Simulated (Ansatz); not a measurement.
# C2H7AlClN: two geometries relaxed, part 2 of 2

Aim: relax the geometries before and after the reaction (metallacycle), and see whether they are two minima and how far apart in energy. Meant to form: H6–Cl2, Al1–C5; to break: Al1–Cl2, H6–C5. The start is a guess near the saddle point, from which both ends are pulled out.

Ansatz 0.2.0; RKS PBE-D4/def2-SVP. Earlier steps stand in the parts before.

## Step 4: Pulling towards end B

Springs on the bonds that form and break draw the guess towards this end; the thresholds are loose.

The input, input.yaml:

```yaml
crystal:
  periodic: [false, false, false]
  atoms:
    - { symbol: Al, position_ang: [-0.2251, 0.0387, -1.6737] }
    - { symbol: Cl, position_ang: [0.353, 2.5094, -2.2334] }
    - { symbol: "N", position_ang: [0.0305, -0.4564, -0.0138] }
    - { symbol: C, position_ang: [0.2484, -1.4242, 1.0331] }
    - { symbol: C, position_ang: [-0.1203, 0.9399, 0.4361] }
    - { symbol: H, position_ang: [-0.0086, 1.7738, -0.6687] }
    - { symbol: H, position_ang: [-0.8094, -0.6897, -2.8632] }
    - { symbol: H, position_ang: [-0.5816, -1.4157, 1.7486] }
    - { symbol: H, position_ang: [0.3227, -2.4194, 0.5991] }
    - { symbol: H, position_ang: [1.1734, -1.2083, 1.5795] }
    - { symbol: H, position_ang: [-1.0725, 1.108, 0.9512] }
    - { symbol: H, position_ang: [0.6896, 1.2441, 1.1052] }
basis:
  gaussian: { orbitals: def2-SVP }
hamiltonian:
  xc: pbe
  dispersion: d4
relax:
  f_tol: 0.15
  max_steps: 25
  restrain:
    - { distance: [5, 1], at: 1.33, k: 30.0 }
    - { distance: [0, 4], at: 1.97, k: 30.0 }
    - { distance: [0, 1], at: 3.53, k: 30.0 }
    - { distance: [5, 4], at: 2.37, k: 30.0 }
```

Run with:

```sh
> ansatz run input.yaml --threads 2 --pin off --max-ram 3072MiB --backend cpu --events-out ev --progress --plain --runs-dir out
```

What it wrote:

```text
Warning: RAYON_NUM_THREADS=2 ignored (pool sized by the plan → 2); use --threads N
The last accepted step is kept in <dir> (removed where the run ends without a failure and the disk answers)
Engine: ansatz 0.2.0, aarch64-unknown-linux-gnu
Functional definition: PBE
  parameter kappa = 0.804
  parameter beta = 0.06672455060314922
  exchange = pbe_x(kappa = kappa, mu = beta*pi^2/3)
  correlation = pbe_c(beta = beta)
1282 factors; their error is unknown
mean field evaluation 1: about -22762.8861 eV, gradient 6.9e1 eV
mean field evaluation 2: about -22689.5923 eV, gradient 1.7e2 eV
mean field evaluation 4: about -22774.5469 eV, gradient 1.6e1 eV
mean field evaluation 8: about -22775.0804 eV, gradient 1.1e-1 eV
mean field evaluation 16: about -22775.0120 eV, gradient 2.2e-3 eV
mean field -22775.01201008 eV, -836.9662539129 hartree, gradient 1.7e-5 eV, S^2 0.000000; 0 other end points of the search recorded, 0 dependent functions left out
the calculation of the forces begins
reference -22775.01204888 eV, -836.9662553389 hartree; 28, 28 occupied and 85, 85 virtual orbitals, 1282 factors
relax step   1: F+E_penalty+E_count = -22775.27091955 eV  Δ(F+E_penalty+E_count) = +0.000e0 eV  max|allowed force component| = 2.966e0 eV/Å  E_restraint = 31.91875340 eV  max|allowed force component, restraints' pulls added| = 3.205e1 eV/Å  Δτ_max = 0.0000 Å  (30 SCF iters, accepted)
  distance H 5 - Cl 1 = 1.7664 Å
  distance Al 0 - C 4 = 2.2966 Å
  distance Al 0 - Cl 1 = 2.5984 Å
  distance H 5 - C 4 = 1.3887 Å
these checks for a lower state are left out or cut short: starts, cluster_reference, orbital_swaps, neighbouring_geometries, increment
1282 factors; their error is unknown
mean field -22773.85672650 eV, -836.9237980244 hartree, gradient 2.1e-5 eV, S^2 0.000000; 0 other end points of the search recorded, 0 dependent functions left out
the calculation of the forces begins
reference -22773.85676523 eV, -836.9237994475 hartree; 28, 28 occupied and 85, 85 virtual orbitals, 1282 factors
relax step   2: F+E_penalty+E_count = -22774.11539268 eV  Δ(F+E_penalty+E_count) = +1.156e0 eV  max|allowed force component| = 2.422e0 eV/Å  E_restraint = 17.02542529 eV  max|allowed force component, restraints' pulls added| = 2.254e1 eV/Å  Δτ_max = 0.1948 Å  (37 SCF iters, accepted)
  distance H 5 - Cl 1 = 1.6222 Å
  distance Al 0 - C 4 = 2.2674 Å
  distance Al 0 - Cl 1 = 2.8500 Å
  distance H 5 - C 4 = 1.6637 Å
these checks for a lower state are left out or cut short: starts, cluster_reference, orbital_swaps, neighbouring_geometries, increment
1282 factors; their error is unknown
mean field evaluation 32: about -22772.9950 eV, gradient 2.5e-1 eV
mean field -22772.99509044 eV, -836.8921334832 hartree, gradient 2.1e-5 eV, S^2 0.000000; 0 other end points of the search recorded, 0 dependent functions left out
the calculation of the forces begins
reference -22772.99512930 eV, -836.8921349112 hartree; 28, 28 occupied and 85, 85 virtual orbitals, 1282 factors
relax step   3: F+E_penalty+E_count = -22773.25001341 eV  Δ(F+E_penalty+E_count) = +8.654e-1 eV  max|allowed force component| = 4.483e0 eV/Å  E_restraint = 7.33394160 eV  max|allowed force component, restraints' pulls added| = 1.367e1 eV/Å  Δτ_max = 0.1948 Å  (35 SCF iters, accepted)
  distance H 5 - Cl 1 = 1.4877 Å
  distance Al 0 - C 4 = 2.2203 Å
  distance Al 0 - Cl 1 = 3.0690 Å
  distance H 5 - C 4 = 1.9353 Å
these checks for a lower state are left out or cut short: starts, cluster_reference, orbital_swaps, neighbouring_geometries, increment
1282 factors; their error is unknown
mean field -22772.70217915 eV, -836.8813691918 hartree, gradient 2.1e-5 eV, S^2 0.000000; 0 other end points of the search recorded, 0 dependent functions left out
the calculation of the forces begins
reference -22772.70221817 eV, -836.8813706258 hartree; 28, 28 occupied and 85, 85 virtual orbitals, 1282 factors
relax step   4: F+E_penalty+E_count = -22772.95119095 eV  Δ(F+E_penalty+E_count) = +2.988e-1 eV  max|allowed force component| = 5.251e0 eV/Å  E_restraint = 2.08686545 eV  max|allowed force component, restraints' pulls added| = 5.794e0 eV/Å  Δτ_max = 0.1948 Å  (37 SCF iters, accepted)
  distance H 5 - Cl 1 = 1.3807 Å
  distance Al 0 - C 4 = 2.1577 Å
  distance Al 0 - Cl 1 = 3.2874 Å
  distance H 5 - C 4 = 2.1640 Å
these checks for a lower state are left out or cut short: starts, cluster_reference, orbital_swaps, neighbouring_geometries, increment
1282 factors; their error is unknown
mean field -22773.28618008 eV, -836.9028308301 hartree, gradient 7.2e-6 eV, S^2 0.000000; 0 other end points of the search recorded, 0 dependent functions left out
the calculation of the forces begins
reference -22773.28621948 eV, -836.9028322781 hartree; 28, 28 occupied and 85, 85 virtual orbitals, 1282 factors
relax step   5: F+E_penalty+E_count = -22773.52706141 eV  Δ(F+E_penalty+E_count) = -5.759e-1 eV  max|allowed force component| = 3.347e0 eV/Å  E_restraint = 0.24823661 eV  max|allowed force component, restraints' pulls added| = 2.299e0 eV/Å  Δτ_max = 0.1948 Å  (31 SCF iters, accepted)
  distance H 5 - Cl 1 = 1.3273 Å
  distance Al 0 - C 4 = 2.0748 Å
  distance Al 0 - Cl 1 = 3.4755 Å
  distance H 5 - C 4 = 2.3191 Å
these checks for a lower state are left out or cut short: starts, cluster_reference, orbital_swaps, neighbouring_geometries, increment
1282 factors; their error is unknown
mean field -22773.82910385 eV, -836.9227829107 hartree, gradient 2.2e-5 eV, S^2 0.000000; 0 other end points of the search recorded, 0 dependent functions left out
the calculation of the forces begins
reference -22773.82914384 eV, -836.9227843803 hartree; 28, 28 occupied and 85, 85 virtual orbitals, 1282 factors
relax step   6: F+E_penalty+E_count = -22774.06348446 eV  Δ(F+E_penalty+E_count) = -5.364e-1 eV  max|allowed force component| = 1.307e0 eV/Å  E_restraint = 0.01490730 eV  max|allowed force component, restraints' pulls added| = 1.197e0 eV/Å  Δτ_max = 0.1949 Å  (29 SCF iters, accepted)
  distance H 5 - Cl 1 = 1.3180 Å
  distance Al 0 - C 4 = 1.9988 Å
  distance Al 0 - Cl 1 = 3.5343 Å
  distance H 5 - C 4 = 2.3687 Å
these checks for a lower state are left out or cut short: starts, cluster_reference, orbital_swaps, neighbouring_geometries, increment
1282 factors; their error is unknown
mean field evaluation 64: about -22773.8940 eV, gradient 1.4e-5 eV
mean field -22773.89396573 eV, -836.9251665409 hartree, gradient 1.4e-5 eV, S^2 0.000000; 0 other end points of the search recorded, 0 dependent functions left out
the calculation of the forces begins
reference -22773.89400565 eV, -836.9251680077 hartree; 28, 28 occupied and 85, 85 virtual orbitals, 1282 factors
relax step   7: F+E_penalty+E_count = -22774.12738834 eV  Δ(F+E_penalty+E_count) = -6.390e-2 eV  max|allowed force component| = 8.667e-1 eV/Å  E_restraint = 0.00501782 eV  max|allowed force component, restraints' pulls added| = 7.621e-1 eV/Å  Δτ_max = 0.1999 Å  (30 SCF iters, accepted)
  distance H 5 - Cl 1 = 1.3383 Å
  distance Al 0 - C 4 = 1.9849 Å
  distance Al 0 - Cl 1 = 3.5351 Å
  distance H 5 - C 4 = 2.3741 Å
these checks for a lower state are left out or cut short: starts, cluster_reference, orbital_swaps, neighbouring_geometries, increment
1282 factors; their error is unknown
mean field -22773.89446851 eV, -836.9251850175 hartree, gradient 1.4e-5 eV, S^2 0.000000; 0 other end points of the search recorded, 0 dependent functions left out
the calculation of the forces begins
reference -22773.89450831 eV, -836.9251864802 hartree; 28, 28 occupied and 85, 85 virtual orbitals, 1282 factors
relax step   8: F+E_penalty+E_count = -22774.12787294 eV  Δ(F+E_penalty+E_count) = -4.846e-4 eV  max|allowed force component| = 1.057e0 eV/Å  E_restraint = 0.00110353 eV  max|allowed force component, restraints' pulls added| = 1.088e0 eV/Å  Δτ_max = 0.1954 Å  (30 SCF iters, accepted)
  distance H 5 - Cl 1 = 1.3353 Å
  distance Al 0 - C 4 = 1.9719 Å
  distance Al 0 - Cl 1 = 3.5277 Å
  distance H 5 - C 4 = 2.3640 Å
these checks for a lower state are left out or cut short: starts, cluster_reference, orbital_swaps, neighbouring_geometries, increment
1282 factors; their error is unknown
mean field -22773.95789478 eV, -836.9275158900 hartree, gradient 2.5e-5 eV, S^2 0.000000; 0 other end points of the search recorded, 0 dependent functions left out
the calculation of the forces begins
reference -22773.95793442 eV, -836.9275173469 hartree; 28, 28 occupied and 85, 85 virtual orbitals, 1282 factors
relax step   9: F+E_penalty+E_count = -22774.19156909 eV  Δ(F+E_penalty+E_count) = -6.370e-2 eV  max|allowed force component| = 3.150e-1 eV/Å  E_restraint = 0.00071442 eV  max|allowed force component, restraints' pulls added| = 2.582e-1 eV/Å  Δτ_max = 0.1999 Å  (29 SCF iters, accepted)
  distance H 5 - Cl 1 = 1.3255 Å
  distance Al 0 - C 4 = 1.9695 Å
  distance Al 0 - Cl 1 = 3.5258 Å
  distance H 5 - C 4 = 2.3670 Å
these checks for a lower state are left out or cut short: starts, cluster_reference, orbital_swaps, neighbouring_geometries, increment
1282 factors; their error is unknown
mean field -22773.96257650 eV, -836.9276879401 hartree, gradient 1.0e-5 eV, S^2 0.000000; 0 other end points of the search recorded, 0 dependent functions left out
the calculation of the forces begins
reference -22773.96261652 eV, -836.9276894107 hartree; 28, 28 occupied and 85, 85 virtual orbitals, 1282 factors
relax step  10: F+E_penalty+E_count = -22774.19694869 eV  Δ(F+E_penalty+E_count) = -5.380e-3 eV  max|allowed force component| = 1.539e-1 eV/Å  E_restraint = 0.00165527 eV  max|allowed force component, restraints' pulls added| = 1.896e-1 eV/Å  Δτ_max = 0.1463 Å  (31 SCF iters, accepted)
  distance H 5 - Cl 1 = 1.3263 Å
  distance Al 0 - C 4 = 1.9706 Å
  distance Al 0 - Cl 1 = 3.5262 Å
  distance H 5 - C 4 = 2.3610 Å
these checks for a lower state are left out or cut short: starts, cluster_reference, orbital_swaps, neighbouring_geometries, increment
1282 factors; their error is unknown
mean field -22773.93884144 eV, -836.9268156926 hartree, gradient 2.0e-5 eV, S^2 0.000000; 0 other end points of the search recorded, 0 dependent functions left out
the calculation of the forces begins
reference -22773.93888111 eV, -836.9268171507 hartree; 28, 28 occupied and 85, 85 virtual orbitals, 1282 factors
relax step  11: F+E_penalty+E_count = -22774.17195704 eV  Δ(F+E_penalty+E_count) = +2.499e-2 eV  max|allowed force component| = 8.687e-1 eV/Å  E_restraint = 0.01831910 eV  max|allowed force component, restraints' pulls added| = 1.698e0 eV/Å  Δτ_max = 0.1959 Å  (35 SCF iters, rejected (line search))
  distance H 5 - Cl 1 = 1.3648 Å
  distance Al 0 - C 4 = 1.9718 Å
  distance Al 0 - Cl 1 = 3.5284 Å
  distance H 5 - C 4 = 2.3711 Å
these checks for a lower state are left out or cut short: starts, cluster_reference, orbital_swaps, neighbouring_geometries, increment
1282 factors; their error is unknown
mean field evaluation 96: about -22774.0377 eV, gradient 3.1e-2 eV
mean field -22773.97052173 eV, -836.9279799221 hartree, gradient 2.0e-5 eV, S^2 0.000000; 0 other end points of the search recorded, 0 dependent functions left out
the calculation of the forces begins
reference -22773.97056163 eV, -836.9279813881 hartree; 28, 28 occupied and 85, 85 virtual orbitals, 1282 factors
relax step  12: F+E_penalty+E_count = -22774.20445642 eV  Δ(F+E_penalty+E_count) = -7.508e-3 eV  max|allowed force component| = 1.667e-1 eV/Å  E_restraint = 0.00071896 eV  max|allowed force component, restraints' pulls added| = 1.854e-2 eV/Å  Δτ_max = 0.0934 Å  (31 SCF iters, accepted)
  distance H 5 - Cl 1 = 1.3255 Å
  distance Al 0 - C 4 = 1.9706 Å
  distance Al 0 - Cl 1 = 3.5269 Å
  distance H 5 - C 4 = 2.3658 Å
1282 factors; their error is unknown
mean field -22773.97052173 eV, -836.9279799221 hartree, gradient 2.6e-5 eV, S^2 0.000000; 1 other end points of the search recorded, 0 dependent functions left out
the calculation of the forces begins
reference -22773.97056163 eV, -836.9279813881 hartree; 28, 28 occupied and 85, 85 virtual orbitals, 1282 factors
Total energy: -22774.20449631 eV, -836.9365783292 hartree
Atom 0 at    -0.494336    -0.120203    -1.450468 Å, force     0.018874     0.075818    -0.034934 eV/Å
Atom 1 at     0.661730     3.116782    -2.240516 Å, force    -0.080588    -0.166739     0.115529 eV/Å
Atom 2 at    -0.060664    -0.757133     0.120807 Å, force    -0.006751    -0.004790     0.006117 eV/Å
Atom 3 at     0.301752    -1.603009     1.218596 Å, force     0.004188     0.004106    -0.011133 eV/Å
Atom 4 at    -0.304264     0.709584     0.326817 Å, force     0.005560     0.102904    -0.050691 eV/Å
Atom 5 at     0.111758     2.413703    -1.260579 Å, force     0.041143    -0.028973    -0.011621 eV/Å
Atom 6 at    -0.835522    -0.474123    -2.952038 Å, force     0.008196     0.007018    -0.003737 eV/Å
Atom 7 at    -0.477356    -1.601767     2.019811 Å, force     0.006439     0.005584    -0.009809 eV/Å
Atom 8 at     0.433292    -2.650316     0.877075 Å, force    -0.000721     0.002097    -0.005077 eV/Å
Atom 9 at     1.256512    -1.278659     1.698404 Å, force     0.006080     0.005605     0.004731 eV/Å
Atom 10 at    -1.180077     0.958307     0.970784 Å, force    -0.002396    -0.004967     0.007041 eV/Å
Atom 11 at     0.587277     1.287035     0.671307 Å, force    -0.000023     0.002335    -0.006415 eV/Å
Dipole moment:    -0.140996    -0.333145     0.126552 e Å
```

It took 26 s on 2 threads of Arm Neoverse V2, shared host; peak memory 0.15 GiB.

Relaxation path:

```
step  energy from step 1 (eV)  largest force component (eV/Å)
   1                   0.0000                          2.9656
   2                   1.1555                          2.4218
   3                   2.0209                          4.4832
   4                   2.3197                          5.2508
   5                   1.7439                          3.3469
   6                   1.2074                          1.3072
   7                   1.1435                          0.8667
   8                   1.1430                          1.0566
   9                   1.0794                          0.3150
  10                   1.0740                          0.1539
 11x                   1.0990                          0.8687
  12                   1.0665                          0.1667
```

Step 1 is the start. 1 step was tried and not accepted (marked x). Energies and forces in the table leave out the springs, which the log lists apart; the run stops on the force with the springs' pull added.

After: Bond lengths: Al1–N3 1.750 Å, N3–C4 1.432 Å, Al1–C5 1.971 Å, N3–C5 1.501 Å, Cl2–H6 1.326 Å, Al1–H7 1.580 Å, C4–H8 1.118 Å, C4–H9 1.109 Å, C4–H10 1.117 Å, C5–H11 1.115 Å, C5–H12 1.117 Å. Angles (14 of 18 angles, heavy atoms first): Al1–N3–C4 164.9°, Al1–N3–C5 74.2°, C4–N3–C5 120.9°, N3–Al1–C5 47.1°, Al1–C5–N3 58.7°, N3–Al1–H7 145.6°, C5–Al1–H7 166.5°, N3–C4–H8 111.9°, N3–C4–H9 110.6°, N3–C4–H10 112.0°, Al1–C5–H11 122.6°, Al1–C5–H12 125.0°, N3–C5–H11 115.1°, N3–C5–H12 114.7°.

Pairs that crossed the distance rule for bonds on the way: came closer Cl2–H6; moved apart Al1–Cl2.

## Step 5: End point B

It starts where the restrained run ended.

The input, input.yaml:

```yaml
crystal:
  periodic: [false, false, false]
  atoms:
    - { symbol: Al, position_ang: [-0.494336, -0.120203, -1.450468] }
    - { symbol: Cl, position_ang: [0.66173, 3.116782, -2.240516] }
    - { symbol: "N", position_ang: [-0.060664, -0.757133, 0.120807] }
    - { symbol: C, position_ang: [0.301752, -1.603009, 1.218596] }
    - { symbol: C, position_ang: [-0.304264, 0.709584, 0.326817] }
    - { symbol: H, position_ang: [0.111758, 2.413703, -1.260579] }
    - { symbol: H, position_ang: [-0.835522, -0.474123, -2.952038] }
    - { symbol: H, position_ang: [-0.477356, -1.601767, 2.019811] }
    - { symbol: H, position_ang: [0.433292, -2.650316, 0.877075] }
    - { symbol: H, position_ang: [1.256512, -1.278659, 1.698404] }
    - { symbol: H, position_ang: [-1.180077, 0.958307, 0.970784] }
    - { symbol: H, position_ang: [0.587277, 1.287035, 0.671307] }
basis:
  gaussian: { orbitals: def2-SVP }
hamiltonian:
  xc: pbe
  dispersion: d4
relax:
  f_tol: 0.03
  max_steps: 50
```

Run with:

```sh
> ansatz run input.yaml --threads 2 --pin off --max-ram 3072MiB --backend cpu --events-out ev --progress --plain --runs-dir out
```

What it wrote (excerpt; [...] marks lines left out):

```text
Warning: RAYON_NUM_THREADS=2 ignored (pool sized by the plan → 2); use --threads N
[...]
[... 1 set-up line as earlier in the session ...]
[...]
1282 factors; their error is unknown
[...]
mean field -22773.97051666 eV, -836.9279797355 hartree, gradient 5.2e-5 eV, S^2 0.000000; 0 other end points of the search recorded, 0 dependent functions left out
[...]
reference -22773.97055656 eV, -836.9279812018 hartree; 28, 28 occupied and 85, 85 virtual orbitals, 1282 factors
[...]
relax step  12: F+E_penalty+E_count = -22777.50768162 eV  Δ(F+E_penalty+E_count) = -1.118e-1 eV  max|allowed force component| = 7.509e-1 eV/Å  Δτ_max = 0.2000 Å  (29 SCF iters, accepted)
[...]
1282 factors; their error is unknown
mean field -22777.33960201 eV, -837.0517913386 hartree, gradient 6.3e-6 eV, S^2 0.000000; 0 other end points of the search recorded, 0 dependent functions left out
[...]
reference -22777.33964046 eV, -837.0517927515 hartree; 28, 28 occupied and 85, 85 virtual orbitals, 1282 factors
```

## Step 6: The log goes on: end point B relaxed

The log, continued (excerpt; [...] marks lines left out):

```text
relax step  13: F+E_penalty+E_count = -22777.59803345 eV  Δ(F+E_penalty+E_count) = -9.035e-2 eV  max|allowed force component| = 2.510e-1 eV/Å  Δτ_max = 0.1953 Å  (29 SCF iters, accepted)
[...]
relax step  19: F+E_penalty+E_count = -22777.82616432 eV  Δ(F+E_penalty+E_count) = -1.034e-3 eV  max|allowed force component| = 1.100e-1 eV/Å  Δτ_max = 0.0684 Å  (28 SCF iters, accepted)
[...]
Atom 8 at     0.149892    -2.137613     0.048202 Å, force    -0.000372     0.000298     0.001201 eV/Å
Atom 9 at     0.955289    -1.275177     1.401421 Å, force    -0.001458     0.003893     0.000086 eV/Å
Atom 10 at    -1.009594     1.142646     1.425167 Å, force     0.002795    -0.000189     0.001948 eV/Å
Atom 11 at     0.779301     1.272257     1.461042 Å, force    -0.000551    -0.004387     0.002660 eV/Å
Dipole moment:     0.005551    -0.211199     0.366336 e Å
```

Wall time 43 s (2 threads of Arm Neoverse V2, shared host); peak memory 0.15 GiB.

Relaxation path:

```
step  energy from step 1 (eV)  largest force component (eV/Å)
   1                   0.0000                          0.1667
   2                  -0.0436                          0.1986
   3                  -0.0702                          0.6397
   4                  -0.1353                          0.3648
   5                  -0.3095                          0.7636
   6                  -0.8149                          2.0077
   7                  -1.7733                          2.2534
   8                  -2.4858                          1.4557
   9                  -2.7406                          2.1025
  10                  -3.0059                          1.1603
  11                  -3.1915                          1.0121
  12                  -3.3032                          0.7509
  13                  -3.3936                          0.2510
  14                  -3.4653                          0.1761
  15                  -3.5258                          0.1565
  16                  -3.5743                          0.1172
  17                  -3.6074                          0.0746
  18                  -3.6207                          0.0533
  19                  -3.6217                          0.1100
  20                  -3.6229                          0.0081
```

Step 1 is the start.

After: Bond lengths: Al1–Cl2 2.123 Å, Al1–N3 1.790 Å, N3–C4 1.453 Å, N3–C5 1.452 Å, C5–H6 1.108 Å, Al1–H7 1.585 Å, C4–H8 1.117 Å, C4–H9 1.110 Å, C4–H10 1.117 Å, C5–H11 1.117 Å, C5–H12 1.117 Å. Angles (14 of 18 angles, heavy atoms first): Cl2–Al1–N3 117.3°, Al1–N3–C4 121.6°, Al1–N3–C5 124.9°, C4–N3–C5 113.5°, Cl2–Al1–H7 121.9°, N3–Al1–H7 120.8°, N3–C4–H8 111.9°, N3–C4–H9 111.0°, N3–C4–H10 111.9°, N3–C5–H6 110.7°, N3–C5–H11 111.7°, N3–C5–H12 111.7°, H8–C4–H9 107.5°, H8–C4–H10 106.9°.

Pairs that crossed the distance rule for bonds on the way: came closer Al1–Cl2, C5–H6; moved apart Al1–C5, Cl2–H6.

## Step 7: Summary of results

This closing draws on all 2 parts.

| quantity | value |
| --- | --- |
| end A | 6 moves, 0.607 eV lower |
| end B | 19 moves, 3.623 eV lower |
| largest difference between the ends | 0.00 Å |
| end B relative to end A | +0.000 eV |

In words: The two relaxations end at one structure, within 0.00 Å: no second minimum was found from this start, which doesn't rule one out.
